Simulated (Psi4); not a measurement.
# SiSbH4Cl (SMILES [SiH3][SbH][Cl]), step by step, part 3 of 3

Psi4 1.11. Earlier steps stand in the parts before.

## Step 4: The energy at CCSD(T)/def2-TZVPP (density fitting, core potential, density fitting for correlation) (run 9)

Contents of job.py:

```python
import psi4

psi4.set_memory(3300000000)
psi4.set_num_threads(2)
psi4.core.set_output_file('run.log', False)

m = psi4.geometry("""
0 1
Si    -0.923404     0.433226    -0.103436
Sb     0.765998    -1.443728     0.445194
Cl     2.154983    -0.845239    -1.375874
H     -1.618427     0.068416    -1.363994
H     -0.220572     1.729916    -0.263480
H     -1.921768     0.526695     0.996589
H      1.558988    -0.411519     1.560198
symmetry c1
""")

psi4.set_options(dict(basis='def2-TZVPP', scf_type='df', num_frozen_docc=14, cc_type='df'))

e, wfn = psi4.energy("ccsd(t)", molecule=m, return_wfn=True)
print(f'ccsd(t) energy: {e:.10f} Eh')
```

On the command line:

```bash
$ python job.py
```

run.log (excerpt; [...] marks lines left out):

```text
[...]
    !!!  WARNING: ECP capability is in beta. Please check occupations closely.  !!!
[...]
  Running in c1 symmetry.
[...]
  Nuclear repulsion =  234.549419271857460
[...]
  Multiplicity = 1
[...]
  Nalpha       = 29
  Nbeta        = 29
[...]
    Number of basis functions: 190
[...]
   @DF-RHF iter   1:  -989.94253383277646   -1.93403e+00   2.77800e-03 DIIS/ADIIS
[...]
   @DF-RHF iter  12:  -990.07720790996154   -2.75122e-11   5.58619e-09 DIIS
[...]
  @DF-RHF Final Energy:  -990.07720790996154
   => Energetics <=
    Nuclear Repulsion Energy =            234.5494192718574595
    One-Electron Energy =               -1926.4438675567905648
    Two-Electron Energy =                 701.8172403749715613
    Total Energy =                       -990.0772079099615439
[...]
      * MP2 total energy:                  -990.743934472797
[...]
      * CCSD total energy:                 -990.780433545909
[...]
      * CCSD(T) total energy                -990.804937887350
[...]
```

On the terminal:

```text
ccsd(t) energy: -990.8049378873 Eh
```

Wall time 17 min (2 threads of Intel Xeon at 2.50GHz (Skylake/Cascade Lake), shared host); peak memory 0.59 GiB.

## Step 5: A single-point energy at MP2/def2-QZVPP (density fitting, core potential, density fitting for correlation) (run 10)

Contents of clh4sbsi.xyz:

```xyz
7
ClH4SbSi
Si    -0.923404     0.433226    -0.103436
Sb     0.765998    -1.443728     0.445194
Cl     2.154983    -0.845239    -1.375874
H     -1.618427     0.068416    -1.363994
H     -0.220572     1.729916    -0.263480
H     -1.921768     0.526695     0.996589
H      1.558988    -0.411519     1.560198
```

Contents of job.py:

```python
import psi4

psi4.set_memory(3300000000)
psi4.set_num_threads(2)
psi4.set_output_file('output.dat', False)

with open('clh4sbsi.xyz') as f:
    atoms = ''.join(f.readlines()[2:])
geom = psi4.geometry('0 1\n' + atoms + 'symmetry c1')

psi4.set_options({
    'basis': 'def2-QZVPP',
    'scf_type': 'df',
    'num_frozen_docc': 14,
})

e = psi4.energy("mp2", molecule=geom)
print(f'mp2 energy: {e:.10f} Eh')
```

On the command line:

```bash
$ python job.py
```

output.dat (excerpt; [...] marks lines left out):

```text
[...]
    !!!  WARNING: ECP capability is in beta. Please check occupations closely.  !!!
[...]
  Running in c1 symmetry.
[...]
  Nuclear repulsion =  234.549419271857460
[...]
  Multiplicity = 1
[...]
  Nalpha       = 29
  Nbeta        = 29
[...]
    Number of basis functions: 342
[...]
   @DF-RHF iter   1:  -989.89200142333539   -1.72292e+00   1.94072e-03 DIIS/ADIIS
[...]
   @DF-RHF iter  12:  -990.10169587116184   -2.17597e-10   9.14069e-09 DIIS
[...]
  @DF-RHF Final Energy:  -990.10169587116184
   => Energetics <=
    Nuclear Repulsion Energy =            234.5494192718574595
    One-Electron Energy =               -1926.4785208288774356
    Two-Electron Energy =                 701.8274056858581389
    Total Energy =                       -990.1016958711618372
[...]
```

Standard output:

```text
mp2 energy: -991.0382849354 Eh
```

Run time: 28 s. Hardware: 2 threads of Intel Xeon at 2.50GHz (Skylake/Cascade Lake), shared host; peak memory 1.1 GiB.

## Step 6: The series

```csv
run,level,geom maxiter,max force g convergence,energy (Eh),dipole moment (D),HOMO energy (eV),LUMO energy (eV),wall time
1,"PBE-D4/def2-SVP (density fitting, core potential)",60,0.0005,-991.784742,2.31,-6.18,-2.63,2.5 min
2,"PBE0-D4/def2-TZVP (density fitting, core potential)",50,0.0002,-992.138670,2.36,-7.28,-1.82,2.8 min
3,"PBE0-D4/def2-TZVP (density fitting, core potential)",–,–,-992.138670,2.36,–,–,21 min
4,"PBE-D4/def2-TZVPP (density fitting, core potential)",–,–,-992.060803,2.20,-6.25,-2.61,42 s
5,r2SCAN-D4/def2-TZVPP (density fitting),–,–,timeout,–,–,–,2 min
6,"B3LYP-D4/def2-TZVPP (density fitting, core potential)",–,–,-992.538769,2.37,-7.08,-2.02,48 s
7,"PBE0-D4/def2-TZVPP (density fitting, core potential)",–,–,-992.139416,2.35,-7.28,-1.82,47 s
8,wB97M-V/def2-TZVPP (density fitting),–,–,timeout,–,–,–,2 min
9,"CCSD(T)/def2-TZVPP (density fitting, core potential, density fitting for correlation)",–,–,-990.804938,–,-9.48,1.27,17 min
10,"MP2/def2-QZVPP (density fitting, core potential, density fitting for correlation)",–,–,-991.038285,–,-9.49,1.10,28 s
```

## Step 7: What came out

The summary covers parts 1 to 3.

| quantity | value |
| --- | --- |
| run 10, MP2/def2-QZVPP: total energy | -991.03828 Eh |
| run 10, MP2/def2-QZVPP: HOMO energy (Hartree–Fock orbitals) | -9.49 eV |
| run 10, MP2/def2-QZVPP: LUMO energy (Hartree–Fock orbitals) | 1.10 eV |
| run 10, MP2/def2-QZVPP: HOMO–LUMO gap (Hartree–Fock orbitals) | 10.59 eV |
| run 10, MP2/def2-QZVPP: correlation energy (14 core orbitals frozen) | -936.6 mEh |

**Reading.** Over runs 3, 4, 6, 7 the dipole moment (its size) runs from 2.20 D (PBE-D4/def2-TZVPP) to 2.37 D (B3LYP-D4/def2-TZVPP). Over runs 4, 6, 7 the HOMO–LUMO gap runs from 3.65 eV (PBE-D4/def2-TZVPP) to 5.46 eV (PBE0-D4/def2-TZVPP). Totals of different functionals can't be ranked against each other. All runs together took 50 min, the longest 21 min. 2 of the 10 runs did not end normally.
